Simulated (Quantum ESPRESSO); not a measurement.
Runs of Quantum ESPRESSO 7.5 on NCInF2. The cell holds a molecule in a box, 5 atoms: a = 13.000 Å, b = 13.000 Å, c = 12.000 Å, α = 90.00°, β = 90.00°, γ = 90.00°. 

```tsv
task	level	potentials or basis	cell	cutoff (eV)	smearing	boundary across the vacuum	SCF threshold	assume isolated	other keys	gap on the mesh (eV)	largest force (eV/Å)
real-space fields	PBE	PseudoDojo 0.4.1 SR PBE standard	as given	1143	fermi-dirac 0.05 eV	none	1e-09 Ry	-	-	5.18	(a)
single point	PBE	PseudoDojo 0.4.1 SR PBE standard	atoms moved at random, drawn with an rms of 0.05 Å	1143	fermi-dirac 0.05 eV	none	1e-09 Ry	-	-	5.44	4.32
real-space fields	PBE+D2	SSSP 1.3 efficiency PBE	atoms moved at random, drawn with an rms of 0.05 Å	816	fermi-dirac 0.025 eV	mt	1e-09 Ry	mt	-	5.43	4.28
single point	PBE+D3(BJ)	PseudoDojo 0.4.1 SR PBEsol standard	as given	1143	gaussian 0.05 eV	mt	1e-07 Ry	mt	conv_thr = 1e-07	5.18	1.51
```

Alike in all rows: no spin polarisation; k mesh 1 × 1 × 1.

Question: Estimate the missing entries.

Answer: (a) 1.49.

Caveats: this is a molecule in a periodic box, so the gap is that between its Kohn-Sham HOMO and LUMO and the box isn't a crystal; spin-orbit coupling is left out, which moves the levels of the heavy elements; the potentials were made for another functional, which shifts forces and pressure (some runs).

A k mesh can miss the band edges, and the runs leave out spin-orbit coupling on In.

A gap of «none» marks a metal or a gap under the smearing width.
